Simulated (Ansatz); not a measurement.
Consider a comparison of norm-conserving and PAW potentials of Sb, space group P6_3/mmc (the Python package of Ansatz (0.2.0)).

`nc_paw_sb.py`
```python
"""Two kinds of potentials on Sb."""

import ansatz as az
import numpy as np
from tabulate import tabulate

params = {
    "kspacing": 0.2,
    "smearing": "Marzari-Vanderbilt",
    "smearing_width": 0.1,
}


def count_gap(report):
    # lowest empty less highest filled band, counting bands; zero where they overlap
    return max(report.get("gap_by_band_count_ev") or 0.0, 0.0)


def main() -> None:
    cell = (
        az.Lattice.of((3.33, 0.0, 0.0), (-1.665, 2.883865, 0.0), (0.0, 0.0, 5.23))
        .atom("Sb", (1 / 3, 2 / 3, 0.25))
        .atom("Sb", (2 / 3, 1 / 3, 0.75))
    )

    setup = (
        cell.calculation()
        .functional(az.Functional.PBESOL)
        .kpoints(spacing=params["kspacing"])
        .occupations(params["smearing"], width=params["smearing_width"])
        .stress()
        .forces()
        .band_table()
    )
    variants = {
        "PAW": setup.pseudopotentials("paw"),
        "norm-conserving": setup.pseudopotentials("nc"),
    }
    # totals differ by the cores that each treatment holds, so compare what does not depend on them
    rows = []
    for label, variant in variants.items():
        summary = variant.run(threads=1, backend="cpu").report
        levels = np.array(summary["eigenvalues_ev"][0]) - summary["fermi_energy_ev"]
        print(label, "levels at the first k-point near E_F:", np.round(levels[np.abs(levels) < 5], 3))
        rows.append((label, summary["n_electrons"], np.trace(summary["stress_gpa"]) / 3, count_gap(summary)))
    print(tabulate(rows, headers=["treatment", "electrons in bands", "P GPa", "gap by band count eV"], floatfmt=".4f", tablefmt="pipe"))


if __name__ == "__main__":
    main()
```

How well do the two treatments of the cores agree on the pressure?

PAW gives 2.773 GPa and norm-conserving 2.691 GPa, 0.08 GPa apart. They took 3.2 and 10.6 s of processor time.

What the script printed:

```console
$ python nc_paw_sb.py
DeckWarning: basis.ecutwfc = 420 eV, auto-derived from the records' recommended cutoffs: set by Sb (normal level)
PAW levels at the first k-point near E_F: [3.336 3.336]
DeckWarning: basis.ecutwfc = 1088.45545 eV, auto-derived from the records' recommended cutoffs: set by Sb (normal level)
norm-conserving levels at the first k-point near E_F: [3.33 3.33]
| treatment       |   electrons in bands |   P GPa |   gap by band count eV |
|:----------------|---------------------:|--------:|-----------------------:|
| PAW             |              30.0000 |  2.7729 |                 0.0000 |
| norm-conserving |              30.0000 |  2.6912 |                 0.0000 |
```
(Warnings from the package without file and line.)

Caveats:
- The computed bands are complete only to about 3.6 eV above the Fermi level.
- A gap by band count of zero or less means overlapping bands, a metal.
- This isn't the structure that Sb takes at ambient conditions.
- Gaps and levels are Kohn-Sham values on a finite set of k-points, without spin-orbit coupling.
- Stress is positive in compression.
- Wall time of the script: 14 s on 1 thread of Arm Neoverse V1, with other jobs on the host, peak memory 0.44 GiB.
